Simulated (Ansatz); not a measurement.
**CdSe (zincblende type): maximally localised Wannier functions**

Aim: build maximally localised Wannier functions for CdSe (zincblende type) from several sets of trial orbitals, and check spreads and centres, and how well the models interpolate the bands. Plan: PBE, anion s p, 6×6×6; PBE, anion s p, 4×4×4; PBE, anion p, 6×6×6; PBE, metal d and anion p, 6×6×6; PBE, metal d, 6×6×6; r2SCAN, anion s p, 6×6×6; r2SCAN, metal d, 6×6×6; HSE06, anion s p, 6×6×6 (level, trial orbitals, Wannier mesh).

Method: plane waves, PAW, in Ansatz 0.2.0.

5 further runs of the same task are left out: 5 that didn't finish.

## 1. The structure to begin with

Symmetry: F-43m, No. 216, cubic system. Conventional cell: a = 6.136 Å, b = 6.136 Å, c = 6.136 Å, α = 90.00°, β = 90.00°, γ = 90.00°. Cd (site symmetry -43m) has 4 Se at 2.66 Å as nearest neighbours. Around Se (site symmetry -43m) lie 4 Cd at 2.66 Å.

Coordinates:

```
Cd Se
1.0
     0.00000    3.06778    3.06778
     3.06778    0.00000    3.06778
     3.06778    3.06778    0.00000
Cd Se
1 1
Direct
  0.00000 0.00000 0.00000
  0.25000 0.25000 0.25000
```

The cell was relaxed beforehand with r2SCAN; those runs aren't shown.

## 2. PBE, anion s p, 6×6×6

Input file input.yaml:

```yaml
crystal:
  lattice:
    - [0.0, 3.0677809647, 3.0677809647]
    - [3.0677809647, 0.0, 3.0677809647]
    - [3.0677809647, 3.0677809647, 0.0]
  atoms:
    - { symbol: Cd, position: [0.0, 0.0, 0.0] }
    - { symbol: Se, position: [0.25, 0.25, 0.25] }
kpoints:
  mp_grid: { grid: [6, 6, 6] }
  band_path:
    path:
      - [[0.0, 0.0, 0.0], [-0.5, -0.5, -9.799491990976e-34], [-0.375, -0.375, 0.25]]
      - [[-0.375, 7.601285955431e-17, 0.375], [0.0, 0.0, 0.0], [-2.733229182135e-18, -2.733229182135e-18, 0.5], [-0.5, -0.25, 0.25], [-0.5, -0.5, -9.799491990976e-34]]
    npoints: 10
hamiltonian:
  xc: pbe
scf:
  occupations: { method: fixed }
  n_extra_bands: 6
output:
  forces: false
  stress: false
  eigenvalues: true
  wannier:
    kmesh: [6, 6, 6]
    projections: [{ species: Se, l: s, shell: 4 }, { species: Se, l: p, shell: 4 }]
    minimise: true
    write_hr: true
    conv_tol: 1.0e-08
    max_iter: 3000
  write_density: true
  write_potential: true
  elf: true
  volumetric_format: npy
```

On the command line:

```sh
ansatz run input.yaml --threads 4 --pin off --max-ram 3686MiB --backend cpu --events-out ev --progress --plain --runs-dir out
```

After this run come: PBE, anion s p, 4×4×4; PBE, anion p, 6×6×6; PBE, metal d and anion p, 6×6×6; PBE, metal d, 6×6×6; r2SCAN, anion s p, 6×6×6; r2SCAN, metal d, 6×6×6; HSE06, anion s p, 6×6×6.

Q: Predict the results of all the runs planned. Wanted: total spread, PBE, anion s p, 6×6×6; total spread, PBE, anion s p, 4×4×4; total spread, PBE, anion p, 6×6×6; total spread, PBE, metal d and anion p, 6×6×6; total spread, PBE, metal d, 6×6×6; total spread, r2SCAN, anion s p, 6×6×6; total spread, r2SCAN, metal d, 6×6×6; total spread, HSE06, anion s p, 6×6×6; centres of the first set.

As calculated:

| quantity | value |
| --- | --- |
| total spread, PBE, anion s p, 6×6×6 | 8.89 Å² over 4 functions |
| total spread, PBE, anion s p, 4×4×4 | 7.99 Å² over 4 functions |
| total spread, PBE, anion p, 6×6×6 | 8.99 Å² over 3 functions |
| total spread, PBE, metal d and anion p, 6×6×6 | 11.01 Å² over 8 functions |
| total spread, PBE, metal d, 6×6×6 | 4.41 Å² over 5 functions |
| total spread, r2SCAN, anion s p, 6×6×6 | 8.62 Å² over 4 functions |
| total spread, r2SCAN, metal d, 6×6×6 | 4.38 Å² over 5 functions |
| total spread, HSE06, anion s p, 6×6×6 | 8.41 Å² over 4 functions |
| centres of the first set | 0.68 Å from the nearest atom |

**Reading.** With PBE, anion s p, 6×6×6 the 4 functions move off the atoms, with a mean spread of 2.22 Å²; 95 % of the total is gauge invariant. The total spread goes from 7.99 Å² on 4×4×4 to 8.89 Å² on 6×6×6: finite differences in k understate it on coarse meshes, while the largest miss of a band goes from 0.36 to 0.18 eV. On one set and mesh the functional gives 8.89 (PBE), 8.62 (r2SCAN), 8.41 (HSE06) Å².
